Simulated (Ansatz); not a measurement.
**Ba2IrO6F (element-swapped structure): how the settings move a single-point run**

How sensitive is a single-point run of Ba2IrO6F (element-swapped structure) to its settings? A reference run comes first, then four runs with altered input.

Method: reference: DFT r2SCAN, plane waves, PAW, scalar-relativistic, no spin polarisation, in Ansatz 0.2.0.

### Step 1. The system as given

It takes space group Fm-3m (No. 225, cubic). Conventional cell: a = 7.936 Å, b = 7.936 Å, c = 7.936 Å, α = 90.00°, β = 90.00°, γ = 90.00°. F (site symmetry m-3m) has 6 O at 1.83 Å as nearest neighbours. Around Ir (site symmetry m-3m) lie 6 O at 2.14 Å. Ba (site symmetry -43m) is surrounded by 12 O at 2.81 Å. O (site symmetry 4mm) is surrounded by 1 F at 1.83 Å and 1 Ir at 2.14 Å.

Coordinates:

```cif
data_structure
_symmetry_space_group_name_H-M 'P 1'
_symmetry_Int_Tables_number 1
_cell_length_a 5.6117
_cell_length_b 5.6117
_cell_length_c 5.6117
_cell_angle_alpha 60.000
_cell_angle_beta 60.000
_cell_angle_gamma 60.000
_cell_volume 124.96
loop_
_atom_site_label
_atom_site_type_symbol
_atom_site_fract_x
_atom_site_fract_y
_atom_site_fract_z
_atom_site_occupancy
F1 F 0.00000 0.00000 0.00000 1
Ir1 Ir 0.50000 0.50000 0.50000 1
Ba1 Ba 0.25000 0.25000 0.25000 1
Ba2 Ba 0.75000 0.75000 0.75000 1
O1 O 0.77000 0.23000 0.23000 1
O2 O 0.23000 0.77000 0.23000 1
O3 O 0.23000 0.77000 0.77000 1
O4 O 0.77000 0.23000 0.77000 1
O5 O 0.23000 0.23000 0.77000 1
O6 O 0.77000 0.77000 0.23000 1
```

### Step 2. Baseline

File input.yaml:

```yaml
crystal:
  lattice:
    - [0.0, 3.96809488, 3.96809488]
    - [3.96809488, 0.0, 3.96809488]
    - [3.96809488, 3.96809488, 0.0]
  atoms:
    - { symbol: F, position: [0.0, 0.0, 0.0] }
    - { symbol: Ir, position: [0.5, 0.5, 0.5] }
    - { symbol: Ba, position: [0.25, 0.25, 0.25] }
    - { symbol: Ba, position: [0.75, 0.75, 0.75] }
    - { symbol: O, position: [0.77, 0.23, 0.23] }
    - { symbol: O, position: [0.23, 0.77, 0.23] }
    - { symbol: O, position: [0.23, 0.77, 0.77] }
    - { symbol: O, position: [0.77, 0.23, 0.77] }
    - { symbol: O, position: [0.23, 0.23, 0.77] }
    - { symbol: O, position: [0.77, 0.77, 0.23] }
  symmetry: { tolerance: 0.0003 }
kpoints:
  mp_grid: { grid: [4, 4, 4], shift: [0, 0, 0] }
magnetization:
  spin_polarized: false
scf:
  occupations: { method: fermi_dirac }
hamiltonian:
  pseudopotentials: { kind: paw }
  xc: r2scan
basis:
  ecutwfc: 500
output:
  forces: true
  stress: true
  eigenvalues: true
```

The run is started by

```sh
ansatz run input.yaml --threads 1 --pin off --max-ram 2560MiB --backend cpu --events-out ev --progress --plain --runs-dir out
```

What it wrote, shortened:

```text
Warning: RAYON_NUM_THREADS=1 ignored (pool sized by the plan → 1); use --threads N
[...]
Pseudopotentials: kind: paw
Pseudopotential: F, paw, valence charge 7, recommended cutoff 500 eV (meta_gga), F.paw.azcp
Pseudopotential: Ir, paw, valence charge 17, recommended cutoff 500 eV (meta_gga), Ir.paw.azcp
Pseudopotential: Ba, paw, valence charge 10, recommended cutoff 500 eV (meta_gga), Ba.paw.azcp
Pseudopotential: O, paw, valence charge 6, recommended cutoff 500 eV (meta_gga), O.paw.azcp
Functional definition: r2SCAN
[...]
Crystal: 10 atoms, lattice volume = 124.961 Å³
Basis set: ecut = 500 eV, 3143 PW (Γ), exchange–correlation on 180×180×180 points (64 copies of the dense FFT grid, shifted against one another)
Bands: 50, of which v1, the nominal top of the filled ones, is band 40 counted from 1 (39 counted from 0)
Symmetry: 48 space group operations
Space group: Fm-3m (ITA 225), of the structure as read, at distance tolerance 1.5e-3 Å
k-points: 8 of 64
[...]
SCF iter   1: F=—  HF=-28086.930111 eV  |F-HF|=—  |Δ(HF+E_count)|=         —  Δρ=1.40e-2  dr2=2.56e-1  dr2_τ=2.28e-1  ethr=1.77e-3  ⟨swp⟩=6.8  Hψ=1582  notcnv=0  defer=11
[...]
SCF iter  10: F=-28087.127430 eV  HF=-28087.127430 eV  |F-HF|=1.58e-8  |Δ(HF+E_count)|=   1.76e-8  Δρ=3.49e-6  dr2=2.02e-8  dr2_τ=1.08e-9  ethr=1.25e-10  ⟨swp⟩=10.6  Hψ=1621  notcnv=0
[...]
SCF converged after 10 iterations
Free energy (F): -28087.127430 eV
[...]
E sigma→0 (E₀):  -28086.947173 eV
Entropy (-TS):   -0.360514 eV (-36.051 meV/atom)
Fermi energy:    10.137059 eV
[...]
--- Forces (eV/Å), atoms counted from 1 ---
  atom   1  F     -0.00000000     0.00000000    -0.00000000
  atom   2  Ir     0.00000000    -0.00000000    -0.00000000
  atom   3  Ba    -0.00000000     0.00000000    -0.00000000
  atom   4  Ba    -0.00000000     0.00000000    -0.00000000
  atom   5  O      5.52140476     0.00000000    -0.00000000
  atom   6  O      0.00000000     5.52140476    -0.00000000
  atom   7  O     -5.52140476     0.00000000     0.00000000
  atom   8  O     -0.00000000    -5.52140476     0.00000000
[...]
--- Stress (GPa, compression-positive) ---
        6.241388       0.000000      -0.000000
       -0.000000       6.241388       0.000000
       -0.000000       0.000000       6.241388
  P = ⅓ Tr σ = 6.2414 GPa (62.414 kbar)
--- Band table (eV; the first three rows and the last of 8) ---
[...]
```

Wall time 9.8 s (1 thread of AMD EPYC 7R13 (Zen 3), shared host); peak memory 0.85 GiB.

### Step 3. Changing settings: ecutwfc 550 eV

input.yaml, as its differences from that of step 2:

```diff
@@ -27,3 +27,3 @@
 basis:
-  ecutwfc: 500
+  ecutwfc: "550 eV"
 output:
```

The run is started by

```sh
ansatz run input.yaml --threads 1 --pin off --max-ram 2560MiB --backend cpu --events-out ev --progress --plain --runs-dir out
```

What it wrote, shortened:

```text
Warning: RAYON_NUM_THREADS=1 ignored (pool sized by the plan → 1); use --threads N
[...]
[... 6 set-up lines as earlier in the session ...]
[...]
Crystal: 10 atoms, lattice volume = 124.961 Å³
Basis set: ecut = 550 eV, 3695 PW (Γ), exchange–correlation on 180×180×180 points (64 copies of the dense FFT grid, shifted against one another)
Bands: 50, of which v1, the nominal top of the filled ones, is band 40 counted from 1 (39 counted from 0)
[... 1 set-up line as earlier in the session ...]
[...]
SCF converged after 10 iterations
Free energy (F): -28087.138700 eV
[...]
E sigma→0 (E₀):  -28086.958437 eV
Entropy (-TS):   -0.360524 eV (-36.052 meV/atom)
Fermi energy:    10.136828 eV
[...]
--- Forces (eV/Å), atoms counted from 1 ---
  atom   1  F     -0.00000000     0.00000000    -0.00000000
  atom   2  Ir     0.00000000    -0.00000000     0.00000000
  atom   3  Ba     0.00000000     0.00000000     0.00000000
  atom   4  Ba     0.00000000     0.00000000     0.00000000
  atom   5  O      5.52224397     0.00000000     0.00000000
  atom   6  O     -0.00000000     5.52224397    -0.00000000
  atom   7  O     -5.52224397    -0.00000000    -0.00000000
  atom   8  O      0.00000000    -5.52224397     0.00000000
[...]
--- Stress (GPa, compression-positive) ---
        6.242986       0.000000      -0.000000
       -0.000000       6.242986      -0.000000
       -0.000000       0.000000       6.242986
  P = ⅓ Tr σ = 6.2430 GPa (62.430 kbar)
--- Band table (eV; the first three rows and the last of 8) ---
[...]
```

It took 11 s on 1 thread of AMD EPYC 7R13 (Zen 3), shared host; peak memory 0.87 GiB.

Changing the cutoff moves the energy by -1.1 meV/atom. More plane waves (550 against 500 eV) lower the energy, so the reference carries about that much basis error.

### Step 4. Changing settings: chi_scale 0.3, xc lda

input.yaml, as its differences from that of step 2:

```diff
@@ -23,5 +23,6 @@
   occupations: { method: fermi_dirac }
+  initial_density: { chi_scale: 0.3 }
 hamiltonian:
   pseudopotentials: { kind: paw }
-  xc: r2scan
+  xc: lda
 basis:
```

The run is started by

```sh
ansatz run input.yaml --threads 1 --pin off --max-ram 2560MiB --backend cpu --events-out ev --progress --plain --runs-dir out
```

What it wrote, shortened:

```text
Warning: RAYON_NUM_THREADS=1 ignored (pool sized by the plan → 1); use --threads N
[...]
[... 1 set-up line as earlier in the session ...]
Pseudopotential: F, paw, valence charge 7, recommended cutoff 420 eV (normal), F.paw.azcp
Pseudopotential: Ir, paw, valence charge 17, recommended cutoff 420 eV (normal), Ir.paw.azcp
Pseudopotential: Ba, paw, valence charge 10, recommended cutoff 420 eV (normal), Ba.paw.azcp
Pseudopotential: O, paw, valence charge 6, recommended cutoff 420 eV (normal), O.paw.azcp
Functional definition: SPW92
[...]
Crystal: 10 atoms, lattice volume = 124.961 Å³
Basis set: ecut = 500 eV, 3143 PW (Γ)
Bands: 50, of which v1, the nominal top of the filled ones, is band 40 counted from 1 (39 counted from 0)
[... 2 set-up lines as earlier in the session ...]
k-points: 8 of 64
[...]
SCF converged after 14 iterations
Free energy (F): -27337.267795 eV
[...]
E sigma→0 (E₀):  -27337.094134 eV
Entropy (-TS):   -0.347322 eV (-34.732 meV/atom)
Fermi energy:    10.061464 eV
[...]
--- Forces (eV/Å), atoms counted from 1 ---
  atom   1  F     -0.00000000     0.00000000     0.00000000
  atom   2  Ir     0.00000000    -0.00000000    -0.00000000
  atom   3  Ba     0.00000000     0.00000000     0.00000000
  atom   4  Ba    -0.00000000     0.00000000     0.00000000
  atom   5  O      5.24692433     0.00000000    -0.00000000
  atom   6  O     -0.00000000     5.24692433    -0.00000000
  atom   7  O     -5.24692433    -0.00000000     0.00000000
  atom   8  O      0.00000000    -5.24692433    -0.00000000
[...]
--- Stress (GPa, compression-positive) ---
       -2.136584       0.000000      -0.000000
        0.000000      -2.136584       0.000000
       -0.000000      -0.000000      -2.136584
  P = ⅓ Tr σ = -2.1366 GPa (-21.366 kbar)
--- Band table (eV; the first three rows and the last of 8) ---
[...]
```

It took 11 s on 1 thread of AMD EPYC 7R13 (Zen 3), shared host; peak memory 0.45 GiB.

A change of functional puts the total energy on another scale; the pressure goes from 6.2 to -2.1 GPa and the largest force goes from 5.52 to 5.25 eV/Å. At this fixed cell a lower pressure means that this functional prefers a smaller volume than the reference.

### Step 5. Changed: symmetry.detect false, preconditioner local_kerker, tolerance left out

input.yaml, as its differences from that of step 2:

```diff
@@ -16,3 +16,3 @@
     - { symbol: O, position: [0.77, 0.77, 0.23] }
-  symmetry: { tolerance: 0.0003 }
+  symmetry: { detect: false }
 kpoints:
@@ -23,2 +23,3 @@
   occupations: { method: fermi_dirac }
+  mixing: { preconditioner: local_kerker }
 hamiltonian:
@@ -32 +33,5 @@
   eigenvalues: true
+  write_density: true
+  write_potential: true
+  elf: true
+  volumetric_format: npy
```

The run is started by

```sh
ansatz run input.yaml --threads 1 --pin off --max-ram 2560MiB --backend cpu --events-out ev --progress --plain --runs-dir out
```

What it wrote, shortened:

```text
Warning: RAYON_NUM_THREADS=1 ignored (pool sized by the plan → 1); use --threads N
[...]
[... 6 set-up lines as earlier in the session ...]
[...]
Crystal: 10 atoms, lattice volume = 124.961 Å³
Basis set: ecut = 500 eV, 3143 PW (Γ), exchange–correlation on 180×180×180 points (64 copies of the dense FFT grid, shifted against one another)
Bands: 50, of which v1, the nominal top of the filled ones, is band 40 counted from 1 (39 counted from 0)
Symmetry: 1 space group operations
k-points: 36 of 64 (time reversal used)
[...]
SCF converged after 11 iterations
Free energy (F): -28087.127430 eV
[...]
E sigma→0 (E₀):  -28086.947172 eV
Entropy (-TS):   -0.360517 eV (-36.052 meV/atom)
Fermi energy:    10.137068 eV
[...]
--- Forces (eV/Å), atoms counted from 1 ---
  atom   1  F     -0.00001741    -0.00003178    -0.00007192
  atom   2  Ir     0.00000535     0.00000968     0.00002186
  atom   3  Ba    -0.00000112    -0.00000261    -0.00000587
  atom   4  Ba    -0.00000170    -0.00000246    -0.00000572
  atom   5  O      5.52122086    -0.00000505    -0.00001143
  atom   6  O     -0.00000281     5.52121684    -0.00001124
  atom   7  O     -5.52121376    -0.00000492    -0.00001127
  atom   8  O     -0.00000274    -5.52120391    -0.00001143
[...]
--- Stress (GPa, compression-positive) ---
        6.241564       0.000000       0.000000
        0.000000       6.241521      -0.000001
        0.000000      -0.000001       6.241358
  P = ⅓ Tr σ = 6.2415 GPa (62.415 kbar)
--- Band table (eV; the first three rows and the last of 36) ---
[...]
```

Run time: 64 s. Hardware: 1 thread of AMD EPYC 7R13 (Zen 3), shared host; peak memory 0.85 GiB.

With the changed use of symmetry and mixing the energy agrees within 0.5 meV/atom.

### Step 6. The same system, input altered

input.yaml, as its differences from that of step 2:

```diff
@@ -23,2 +23,3 @@
   occupations: { method: fermi_dirac }
+  initial_density: { chi_scale: 0.3 }
 hamiltonian:
@@ -32 +33,6 @@
   eigenvalues: true
+  write_density: true
+  write_potential: true
+  elf: true
+  volumetric_format: npy
+total_charge: -1
```

The run is started by

```sh
ansatz run input.yaml --threads 1 --pin off --max-ram 2560MiB --backend cpu --events-out ev --progress --plain --runs-dir out
```

What it wrote, shortened:

```text
Warning: RAYON_NUM_THREADS=1 ignored (pool sized by the plan → 1); use --threads N
[...]
[... 6 set-up lines as earlier in the session ...]
[...]
Crystal: 10 atoms, lattice volume = 124.961 Å³
Basis set: ecut = 500 eV, 3143 PW (Γ), exchange–correlation on 180×180×180 points (64 copies of the dense FFT grid, shifted against one another)
Bands: 51, of which v1, the nominal top of the filled ones, is band 41 counted from 1 (40 counted from 0)
[... 1 set-up line as earlier in the session ...]
[...]
SCF converged after 14 iterations
Free energy (F): -28076.771044 eV
[...]
E sigma→0 (E₀):  -28076.599539 eV
Entropy (-TS):   -0.343009 eV (-34.301 meV/atom)
Fermi energy:    10.578419 eV
[...]
--- Forces (eV/Å), atoms counted from 1 ---
  atom   1  F     -0.00000000     0.00000000     0.00000000
  atom   2  Ir     0.00000000    -0.00000000    -0.00000000
  atom   3  Ba     0.00000000    -0.00000000     0.00000000
  atom   4  Ba     0.00000000    -0.00000000    -0.00000000
  atom   5  O      5.59973372     0.00000000     0.00000000
  atom   6  O      0.00000000     5.59973372     0.00000000
  atom   7  O     -5.59973372    -0.00000000     0.00000000
  atom   8  O      0.00000000    -5.59973372     0.00000000
[...]
--- Stress (GPa, compression-positive) ---
        2.185711      -0.000000      -0.000000
        0.000000       2.185711      -0.000000
        0.000000       0.000000       2.185711
  P = ⅓ Tr σ = 2.1857 GPa (21.857 kbar)
--- Band table (eV; the first three rows and the last of 8) ---
[...]
```

Run time: 18 s. Hardware: 1 thread of AMD EPYC 7R13 (Zen 3), shared host; peak memory 0.83 GiB.

### Step 7. Checking the result

The run converged and reported no error. Convergence says nothing about whether the input makes sense.

Look at the input: total_charge is -1. With this charge the calculation describes a differently charged system.

The way back: delete total_charge (the default then holds).

After a change of charge the difference of the totals has no physical meaning; the pressure goes from 6.2 to 2.2 GPa and the largest force goes from 5.52 to 5.60 eV/Å. A charged periodic cell is neutralised by a uniform background, so its energy and pressure also depend on the cell's size.

### Step 8. All runs together

| run | ending | energy change | pressure (GPa) | gap (eV) | force (eV/Å) | cycles | time |
| --- | --- | --- | --- | --- | --- | --- | --- |
| reference | converged | 0 | 6.2 | 0.00 | 5.52 | 10 | 9.8 s |
| 1: ecutwfc 550 eV | converged | -1.1 meV/atom | 6.2 | 0.00 | 5.52 | 10 | 11 s |
| 2: chi_scale 0.3, xc lda | converged | not comparable | -2.1 | 0.00 | 5.25 | 14 | 11 s |
| 3: symmetry.detect false, preconditioner local_kerker, tolerance left out | converged | 0.0 meV/atom | 6.2 | 0.00 | 5.52 | 11 | 64 s |
| 4: chi_scale 0.3, total_charge -1 | converged | not comparable | 2.2 | 0.00 | 5.60 | 14 | 18 s |

Times don't compare one to one where runs were asked for different outputs or read a saved state (see the inputs); cycles may leave out searches for a lower state.

Residual by cycle in the longest SCF loop of each run; runs are numbered as in the table. The quantity is the density residual dr2, in eV.

| cycle | reference | run 1 | run 2 | run 3 | run 4 |
| --- | --- | --- | --- | --- | --- |
| 1 | 0.256 | 0.255 | 3.6e3 | 0.256 | 3.3e3 |
| 2 | 0.194 | 0.193 | 304 | 0.231 | 264 |
| 3 | 0.0492 | 0.0496 | 261 | 0.0645 | 108 |
| 5 | 0.00271 | 0.00273 | 17 | 0.00423 | 3.17 |
| 6 | 0.00137 | 0.00126 | 3.28 | 6.0e-4 | 3.27 |
| 7 | 9.8e-5 | 8.2e-5 | 0.767 | 4.3e-5 | 2.91 |
| 8 | 4.8e-6 | 4.1e-6 | 0.424 | 1.1e-4 | 1.17 |
| 9 | 1.7e-7 | 1.4e-7 | 0.14 | 6.4e-7 | 0.0607 |
| 10 | 2.0e-8 | 1.7e-8 | 0.0202 | 1.0e-6 | 0.0384 |
| 12 | - | - | 1.0e-5 | - | 1.1e-5 |
| 13 | - | - | 1.6e-6 | - | 1.2e-6 |
| 14 | - | - | 9.5e-8 | - | 1.1e-8 |

What this shows: Of the converged runs whose energies compare with the reference's, «ecutwfc 550 eV» moves the energy most (-1.1 meV/atom) and «symmetry.detect false, preconditioner local_kerker, tolerance left out» least (0.0 meV/atom). The reference has no spin polarisation; with Ir present, a magnetic state may lie lower.

Caveats on the reference run: its mesh is coarse for a cell with so small a gap or none; the cell is far from equilibrium (6 GPa, forces up to 5.5 eV/Å), so its values aren't those of the relaxed material; the structure is made up and not relaxed.
